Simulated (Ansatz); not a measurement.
# C₄H₃F₇: one species, many methods

The task here is to estimate one member of a computed series from the others.

Program: Ansatz 0.2.0, Gaussian basis. Level of theory: functionals in def2-TZVPP, the program's frozen cores in correlated methods. These are calculated values, not measurements.

Plan: LDA (SPW92), PBE-D4, revPBE-D4, BLYP-D4, r2SCAN-D4, B97M-V, PBE0-D4, B3LYP-D4, r2SCANh-D4, r2SCAN0-D4, HSE06-D4, BHLYP-D4, CAM-B3LYP-D4, LC-ωPBE, ωB97X-V, ωB97M-V, B2PLYP, PBE-QIDH; CCSD(T)/def2-SVP; CCSD(T)/def2-TZVPP; MP2/def2-QZVPP; extrapolation to the limit; RPA on PBE.

**The relaxed structure**

All runs share one geometry, relaxed beforehand with PBE0-D4 in a triple-zeta def2 set.

SMILES `FC(F)C(F)(C(F)F)C(F)F`, 14 atoms, charge 0, spin multiplicity 1.

Atoms are counted from 1 here; the program's logs count them from 0.

Bond lengths: F1–C2 1.356 Å, C2–F3 1.339 Å, C2–C4 1.538 Å, C2–H12 1.094 Å, C4–F5 1.362 Å, C4–C6 1.538 Å, C4–C9 1.533 Å, C6–F7 1.340 Å, C6–F8 1.351 Å, C6–H13 1.095 Å, C9–F10 1.343 Å, C9–F11 1.358 Å, C9–H14 1.092 Å. Angles: F1–C2–F3 107.6°, F1–C2–C4 109.1°, F1–C2–H12 108.3°, F3–C2–C4 110.0°, F3–C2–H12 109.6°, C4–C2–H12 112.2°, C2–C4–F5 108.7°, C2–C4–C6 111.1°, C2–C4–C9 109.1°, F5–C4–C6 110.0°, F5–C4–C9 107.4°, C6–C4–C9 110.4°, C4–C6–F7 109.8°, C4–C6–F8 110.6°, C4–C6–H13 110.9°, F7–C6–F8 107.9°, F7–C6–H13 109.2°, F8–C6–H13 108.3° and more.

Set-up of the first run:

Input file in.yaml:

```yaml
crystal:
  periodic: [false, false, false]
  atoms:
    - {symbol: F, position_ang: [-1.787347, -0.439485, 1.443068]}
    - {symbol: C, position_ang: [-1.344900, 0.358059, 0.439800]}
    - {symbol: F, position_ang: [-1.637086, 1.622104, 0.770082]}
    - {symbol: C, position_ang: [0.177373, 0.189186, 0.297995]}
    - {symbol: F, position_ang: [0.785339, 0.820682, 1.340397]}
    - {symbol: C, position_ang: [0.677939, 0.771194, -1.035275]}
    - {symbol: F, position_ang: [1.990516, 1.029257, -0.952536]}
    - {symbol: F, position_ang: [0.043116, 1.929803, -1.316974]}
    - {symbol: C, position_ang: [0.527573, -1.299937, 0.395820]}
    - {symbol: F, position_ang: [1.831240, -1.499899, 0.141799]}
    - {symbol: F, position_ang: [-0.187901, -1.969793, -0.543979]}
    - {symbol: H, position_ang: [-1.877644, 0.086273, -0.476148]}
    - {symbol: H, position_ang: [0.499116, 0.071922, -1.859114]}
    - {symbol: H, position_ang: [0.289564, -1.698568, 1.383865]}
basis:
  gaussian: {orbitals: def2-TZVPP}
hamiltonian: {xc: lda}
output: {orbitals: {seedname: orbitals}}
```

On the command line:

```console
$ ansatz run in.yaml --threads 4 --pin off --events-out ev --progress --plain --max-ram 66560MiB --backend cuda --devices 0, --max-vram 37GiB
```

Steps of the session up to this table: LDA; PBE-D4 (GGA); revPBE-D4 (GGA); BLYP-D4 (GGA); r2SCAN-D4 (meta-GGA); B97M-V (meta-GGA); B3LYP-D4 (hybrid); r2SCANh-D4 (hybrid); r2SCAN0-D4 (hybrid); HSE06-D4 (hybrid); BHLYP-D4 (hybrid); CAM-B3LYP-D4 (range-separated); LC-ωPBE (range-separated); ωB97X-V (range-separated); ωB97M-V (range-separated); B2PLYP (double hybrid); PBE-QIDH (double hybrid).

One table of the session follows, with a row left open; its other results are not shown here.

It belongs to the step «Frontier levels by functional». 

```
  functional  HOMO (eV)  gap (eV)
 LDA (SPW92)      -8.42      7.43
      PBE-D4      -8.21      7.59
   revPBE-D4      -8.11      7.65
     BLYP-D4      -8.20      7.68
   r2SCAN-D4      -8.62      8.36
      B97M-V      -8.79      8.54
     PBE0-D4     -10.01     10.53
    B3LYP-D4          ?         ?
  r2SCANh-D4      -9.29      9.43
  r2SCAN0-D4     -10.29     11.03
    HSE06-D4      -9.60      9.73
    BHLYP-D4     -11.83     13.38
CAM-B3LYP-D4     -11.58     13.15
     LC-ωPBE     -12.81     15.71
     ωB97X-V     -12.50     15.27
     ωB97M-V     -12.41     14.88
```

Q: Estimate the row for B3LYP-D4 from the others.

Worked estimate for «HOMO (eV)». Against the share of exact exchange, BLYP-D4 (0, -8.20), BHLYP-D4 (0.5, -11.83) give a slope of -7.26 per unit share; at 0.2 the line stands at -9.65.

As computed: HOMO (eV): -9.82; gap (eV): 10.02. In «HOMO (eV)» the line misses by +0.17.
